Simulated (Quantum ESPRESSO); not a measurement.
# KNa2Rh3 (P6/mmm) in Quantum ESPRESSO: reference runs

Reference runs on KNa2Rh3: the cell as given.

Everything below comes from runs of Quantum ESPRESSO 7.5. Logs are shortened: lines on timing, memory, paths and dates and some standing lists are left out, and cuts for length are marked.

**1. The crystal as given**

The structure is hexagonal, space group P6/mmm (No. 191). The conventional cell has a = 5.899 Å, b = 5.899 Å, c = 3.520 Å, α = 90.00°, β = 90.00°, γ = 120.00°. Around K (site symmetry 6/mmm) lie 6 Na at 3.41 Å and 12 Rh at 3.43 Å and 2 K at 3.52 Å. Na (site symmetry -6m2) is surrounded by 6 Rh at 2.45 Å. Rh (site symmetry mmm) is surrounded by 4 Na at 2.45 Å.

The cell was built by a generator and needn't be a form met in nature.

**2. Single point, PBE**

Input file pw.in:

```
&CONTROL
  calculation = 'scf'
  prefix = 'pwscf'
  outdir = './tmp'
  pseudo_dir = './pseudo'
  tprnfor = .true.
  tstress = .true.
  disk_io = 'low'
/
&SYSTEM
  ibrav = 0
  nat = 6
  ntyp = 3
  ecutwfc = 60
  ecutrho = 480
  nbnd = 51
  occupations = 'smearing'
  smearing = 'fd'
  degauss = 0.00367493
/
&ELECTRONS
  conv_thr = 1.2d-09
  electron_maxstep = 120
  mixing_beta = 0.5
/
ATOMIC_SPECIES
K     39.0983 K.pbe-spn-kjpaw_psl.1.0.0.UPF
Na    22.9898 na_pbe_v1.5.uspp.F.UPF
Rh   102.9055 Rh_ONCV_PBE-1.0.oncvpsp.upf
CELL_PARAMETERS angstrom
   5.8992842100    0.0000000000    0.0000000000
  -2.9496421100    5.1089299900    0.0000000000
   0.0000000000    0.0000000000    3.5204472300
ATOMIC_POSITIONS crystal
K      0.0000000000    0.0000000000    0.0000000000
Na     0.3333333300    0.6666666700    0.0000000000
Na     0.6666666700    0.3333333300    0.0000000000
Rh     0.5000000000    0.0000000000    0.5000000000
Rh     0.5000000000    0.5000000000    0.5000000000
Rh     0.0000000000    0.5000000000    0.5000000000
K_POINTS automatic
5 5 8 0 0 0
```

Input file pp_density.in:

```
&INPUTPP
  prefix = 'pwscf'
  outdir = './tmp'
  filplot = 'density.dat'
  plot_num = 0
/
&PLOT
  nfile = 1
  filepp(1) = 'density.dat'
  iflag = 3
  output_format = 6
  fileout = 'density.cube'
/
```

Input file pp_potential.in:

```
&INPUTPP
  prefix = 'pwscf'
  outdir = './tmp'
  filplot = 'potential.dat'
  plot_num = 11
/
&PLOT
  nfile = 1
  filepp(1) = 'potential.dat'
  iflag = 3
  output_format = 6
  fileout = 'potential.cube'
/
```

Potentials or basis: SSSP 1.3 efficiency PBE.

On the command line:

```console
> OMP_NUM_THREADS=1 pw.x -in pw.in > pw.out
> OMP_NUM_THREADS=1 pp.x -in pp_density.in > pp_density.out
> OMP_NUM_THREADS=1 pp.x -in pp_potential.in > pp_potential.out
```

pw.out:

```text
This program is part of the open-source Quantum ESPRESSO suite
     for quantum simulation of materials; please cite
         "P. Giannozzi et al., J. Phys.:Condens. Matter 21 395502 (2009);
         "P. Giannozzi et al., J. Phys.:Condens. Matter 29 465901 (2017);
         "P. Giannozzi et al., J. Chem. Phys. 152 154105 (2020);
     in publications or presentations arising from this work. More details at

     file K.pbe-spn-kjpaw_psl.1.0.0.UPF: wavefunction(s)  3S renormalized
     Message from routine setup:
     using ibrav=0 with symmetry is DISCOURAGED, use correct ibrav instead

     G-vector sticks info
     --------------------
     sticks:   dense  smooth     PW     G-vecs:    dense   smooth      PW
     Sum        4105    2053    595               127235    44949    6947

     Using Slab Decomposition

     bravais-lattice index     =            0
     lattice parameter (alat)  =      11.1480  a.u.
     unit-cell volume          =     716.0176 (a.u.)^3
     number of atoms/cell      =            6
     number of atomic types    =            3
     number of electrons       =        78.00
     number of Kohn-Sham states=           51
     kinetic-energy cutoff     =      60.0000  Ry
     charge density cutoff     =     480.0000  Ry
     scf convergence threshold =      1.2E-09
     mixing beta               =       0.5000
     number of iterations used =            8  plain     mixing
     Exchange-correlation= PBE
                           (   1   4   3   4   0   0   0)

     celldm(1)=  11.148031  celldm(2)=   0.000000  celldm(3)=   0.000000
     celldm(4)=   0.000000  celldm(5)=   0.000000  celldm(6)=   0.000000

     crystal axes: (cart. coord. in units of alat)
               a(1) = (   1.000000   0.000000   0.000000 )
               a(2) = (  -0.500000   0.866025   0.000000 )
               a(3) = (   0.000000   0.000000   0.596758 )

     reciprocal axes: (cart. coord. in units 2 pi/alat)
               b(1) = (  1.000000  0.577350 -0.000000 )
               b(2) = (  0.000000  1.154701  0.000000 )
               b(3) = (  0.000000 -0.000000  1.675720 )

     PseudoPot. # 1 for K  read from file:
     K.pbe-spn-kjpaw_psl.1.0.0.UPF
     Pseudo is Projector augmented-wave + core cor, Zval =  9.0
     Generated using "atomic" code by A. Dal Corso  v.5.1
     Shape of augmentation charge: PSQ
     Using radial grid of 1165 points,  6 beta functions with:
                l(1) =   0
                l(2) =   0
                l(3) =   1
                l(4) =   1
                l(5) =   2
                l(6) =   2
     Q(r) pseudized with 0 coefficients

     PseudoPot. # 2 for Na read from file:
     na_pbe_v1.5.uspp.F.UPF
     Pseudo is Ultrasoft, Zval =  9.0
     Generated by new atomic code, or converted to UPF format
     Using radial grid of  819 points,  5 beta functions with:
                l(1) =   0
                l(2) =   0
                l(3) =   1
                l(4) =   1
                l(5) =   2
     Q(r) pseudized with  8 coefficients,  rinner =    1.250   1.250   1.250
                                                       1.250   1.250

     PseudoPot. # 3 for Rh read from file:
     Rh_ONCV_PBE-1.0.oncvpsp.upf
     Pseudo is Norm-conserving, Zval = 17.0
     Generated using ONCVPSP code by D. R. Hamann
     Using radial grid of 1442 points,  6 beta functions with:
                l(1) =   0
                l(2) =   0
                l(3) =   1
                l(4) =   1
                l(5) =   2
                l(6) =   2

     atomic species   valence    mass     pseudopotential
     K                 9.00    39.09830     K ( 1.00)
     Na                9.00    22.98980     Na( 1.00)
     Rh               17.00   102.90550     Rh( 1.00)

     24 Sym. Ops., with inversion, found

   Cartesian axes

     site n.     atom                  positions (alat units)
         1        K      tau(   1) = (   0.0000000   0.0000000   0.0000000  )
         2        Na     tau(   2) = (  -0.0000000   0.5773503   0.0000000  )
         3        Na     tau(   3) = (   0.5000000   0.2886751   0.0000000  )
         4        Rh     tau(   4) = (   0.5000000   0.0000000   0.2983792  )
         5        Rh     tau(   5) = (   0.2500000   0.4330127   0.2983792  )
         6        Rh     tau(   6) = (  -0.2500000   0.4330127   0.2983792  )

     number of k points=    25  Fermi-Dirac smearing, width (Ry)=  0.0037
                       cart. coord. in units 2pi/alat
        k(    1) = (   0.0000000   0.0000000   0.0000000), wk =   0.0100000
        k(    2) = (   0.0000000   0.0000000   0.2094650), wk =   0.0200000
        k(    3) = (   0.0000000   0.0000000   0.4189300), wk =   0.0200000
        k(    4) = (   0.0000000   0.0000000   0.6283950), wk =   0.0200000
        k(    5) = (   0.0000000   0.0000000  -0.8378601), wk =   0.0100000
        k(    6) = (   0.0000000   0.2309401   0.0000000), wk =   0.0600000
[... 17 lines left out ...]
        k(   24) = (   0.2000000   0.5773503   0.6283950), wk =   0.1200000
        k(   25) = (   0.2000000   0.5773503  -0.8378601), wk =   0.0600000

     Dense  grid:   127235 G-vectors     FFT dimensions: (  80,  80,  48)

     Smooth grid:    44949 G-vectors     FFT dimensions: (  60,  60,  36)

     Initial potential from superposition of free atoms

     starting charge      77.9673, renormalised to      78.0000
     Starting wfcs are   48 randomized atomic wfcs +    3 random wfcs

     Self-consistent Calculation

     iteration #  1     ecut=    60.00 Ry     beta= 0.50
     Davidson diagonalization with overlap
     ethr =  1.00E-02,  avg # of iterations =  5.8

     total energy              =    -953.41068992 Ry
     estimated scf accuracy    <       1.34965420 Ry

     iteration #  2     ecut=    60.00 Ry     beta= 0.50
     Davidson diagonalization with overlap
     ethr =  1.73E-03,  avg # of iterations =  4.1

     total energy              =    -953.71347750 Ry
     estimated scf accuracy    <       1.44181318 Ry

     iteration #  3     ecut=    60.00 Ry     beta= 0.50
     Davidson diagonalization with overlap
     ethr =  1.73E-03,  avg # of iterations =  2.0

     total energy              =    -953.95558863 Ry
     estimated scf accuracy    <       0.02049418 Ry

     iteration #  4     ecut=    60.00 Ry     beta= 0.50
     Davidson diagonalization with overlap
     ethr =  2.63E-05,  avg # of iterations =  6.6

     total energy              =    -953.95916429 Ry
     estimated scf accuracy    <       0.00269184 Ry

     iteration #  5     ecut=    60.00 Ry     beta= 0.50
     Davidson diagonalization with overlap
     ethr =  3.45E-06,  avg # of iterations =  4.1
[... 29 lines left out ...]
     total energy              =    -953.95959913 Ry
     estimated scf accuracy    <       0.00000008 Ry

     iteration # 10     ecut=    60.00 Ry     beta= 0.50
     Davidson diagonalization with overlap
     ethr =  1.03E-10,  avg # of iterations =  2.0

     total energy              =    -953.95959916 Ry
     estimated scf accuracy    <          5.1E-09 Ry

     iteration # 11     ecut=    60.00 Ry     beta= 0.50
     Davidson diagonalization with overlap
     ethr =  6.53E-12,  avg # of iterations =  1.8

     total energy              =    -953.95959916 Ry
     estimated scf accuracy    <          1.6E-09 Ry

     iteration # 12     ecut=    60.00 Ry     beta= 0.50
     Davidson diagonalization with overlap
     ethr =  2.02E-12,  avg # of iterations =  2.0

     End of self-consistent calculation

          k = 0.0000 0.0000 0.0000 (  5591 PWs)   bands (ev):

   -65.6832 -65.6659 -65.6659 -39.4699 -39.4628 -33.8495 -33.7025 -33.7025
   -33.5180 -33.5095 -33.5095 -33.4933 -33.4933 -33.4522 -18.0284 -11.5309
   -11.4838 -11.4818 -11.4818 -11.4185 -11.4185  -1.6175  -1.6175  -1.3376
     6.9393   8.4111   8.9467   8.9467   9.4801   9.7320   9.7320   9.8860
    10.2794  10.2794  11.2758  11.2758  11.3525  11.3525  11.4846  12.5044
    13.1840  14.0244  14.0244  15.4069  15.4069  17.1241  19.6660  20.7705
    20.7705  21.1106  21.3969

          k = 0.0000 0.0000 0.2095 (  5603 PWs)   bands (ev):

   -65.6831 -65.6657 -65.6657 -39.4682 -39.4641 -33.8524 -33.7021 -33.7021
   -33.5180 -33.5093 -33.5093 -33.4965 -33.4965 -33.4521 -18.0211 -11.5283
   -11.4977 -11.4770 -11.4770 -11.4217 -11.4217  -1.6080  -1.6080  -1.4199
     7.1123   8.5494   8.9748   8.9748   9.5716   9.7010   9.9386   9.9386
    10.1869  10.1869  11.2825  11.2825  11.3096  11.3096  11.4215  12.5065
    13.4678  14.1403  14.1403  15.3915  15.3915  17.1916  18.6374  20.4756
    20.4756  21.1133  21.1133

          k = 0.0000 0.0000 0.4189 (  5620 PWs)   bands (ev):

   -65.6828 -65.6654 -65.6654 -39.4674 -39.4642 -33.8593 -33.7012 -33.7012
   -33.5181 -33.5087 -33.5087 -33.5042 -33.5042 -33.4516 -18.0035 -11.5312
   -11.5220 -11.4654 -11.4654 -11.4293 -11.4293  -1.6120  -1.5852  -1.5852
     7.5059   9.0074   9.0337   9.0337   9.3342   9.8193   9.9767   9.9767
    10.5247  10.5248  11.2297  11.2297  11.2751  11.3015  11.3015  12.5115
    14.0926  14.3430  14.3430  15.3241  15.3241  15.8390  18.8895  20.0077
    20.0077  20.2194  20.2194
[... 201 lines left out ...]
          k = 0.2000 0.5774 0.6284 (  5623 PWs)   bands (ev):

   -65.6756 -65.6720 -65.6652 -39.4665 -39.4644 -33.7975 -33.7593 -33.6866
   -33.5227 -33.5157 -33.5144 -33.5119 -33.4933 -33.4768 -17.9861 -11.5459
   -11.5361 -11.4590 -11.4474 -11.4405 -11.4312  -1.7850  -1.5624  -1.5607
     8.8202   9.3628   9.5816   9.6018   9.7374   9.7865  10.0227  10.2704
    10.3734  10.4759  10.7751  10.8759  10.9930  11.2297  11.3647  11.5432
    11.8789  13.4101  14.9584  15.3584  16.4573  16.8314  18.2616  19.1913
    19.7061  19.9500  20.6257

          k = 0.2000 0.5774-0.8379 (  5618 PWs)   bands (ev):

   -65.6754 -65.6719 -65.6650 -39.4667 -39.4639 -33.7990 -33.7602 -33.6862
   -33.5224 -33.5170 -33.5164 -33.5151 -33.4931 -33.4766 -17.9788 -11.5516
   -11.5383 -11.4547 -11.4475 -11.4418 -11.4338  -1.8570  -1.5485  -1.5484
     8.8982   9.3590   9.5737   9.6120   9.6956   9.7392  10.0281  10.2822
    10.2982  10.4326  10.7909  10.9572  10.9697  11.2867  11.6763  12.5703
    12.8375  13.5811  13.9716  14.0616  15.5797  17.0327  19.0149  19.0661
    19.1446  20.4801  20.4871

     the Fermi energy is    11.3597 ev

!    total energy              =    -953.95959916 Ry
     estimated scf accuracy    <          1.8E-11 Ry
     smearing contrib. (-TS)   =      -0.00786907 Ry
     internal energy E=F+TS    =    -953.95173009 Ry

     The total energy is F=E-TS. E is the sum of the following terms:
     one-electron contribution =    -469.80012741 Ry
     hartree contribution      =     265.26688849 Ry
     xc contribution           =    -106.46964717 Ry
     ewald contribution        =    -587.52915949 Ry
     one-center paw contrib.   =     -55.41968452 Ry

     convergence has been achieved in  12 iterations

     Forces acting on atoms (cartesian axes, Ry/au):

     atom    1 type  1   force =     0.00000000    0.00000000    0.00000000
     atom    2 type  2   force =    -0.00000000   -0.00000000    0.00000000
     atom    3 type  2   force =     0.00000000    0.00000000    0.00000000
     atom    4 type  3   force =     0.00000000    0.00000000    0.00000000
     atom    5 type  3   force =     0.00000000    0.00000000    0.00000000
     atom    6 type  3   force =     0.00000000    0.00000000    0.00000000

     Total force =     0.000000     Total SCF correction =     0.000000

     Computing stress (Cartesian axis) and pressure

          total   stress  (Ry/bohr**3)                   (kbar)     P=      153.65
   0.00061687   0.00000000  -0.00000000           90.75        0.00       -0.00
   0.00000000   0.00061687   0.00000000            0.00       90.75        0.00
   0.00000000   0.00000000   0.00189971            0.00        0.00      279.46

=------------------------------------------------------------------------------=
   JOB DONE.
=------------------------------------------------------------------------------=
```

Wall time 2.6 min (1 thread of Intel Xeon Platinum 8488C (Sapphire Rapids), shared host); peak memory 0.61 GiB.

What came out:

```
Free energy            : -12979.2816 eV
Pressure               : 15.4 GPa
Band gap on the k mesh : none (metal or under the smearing width)
```

Levels at points of the mesh, in eV from the Fermi level:
```tsv
k point	band 36	band 37	band 38	band 39	band 40	band 41
(0.00, 0.00, 0.00)	-0.08	-0.01	-0.01	0.12	1.14	1.82
(0.00, 0.00, -0.50)	-0.05	0.01	0.40	0.40	1.04	1.16
```

Caveat: so large a pressure means that the cell lies far from this level's equilibrium, or that cutoff or potentials fall short.
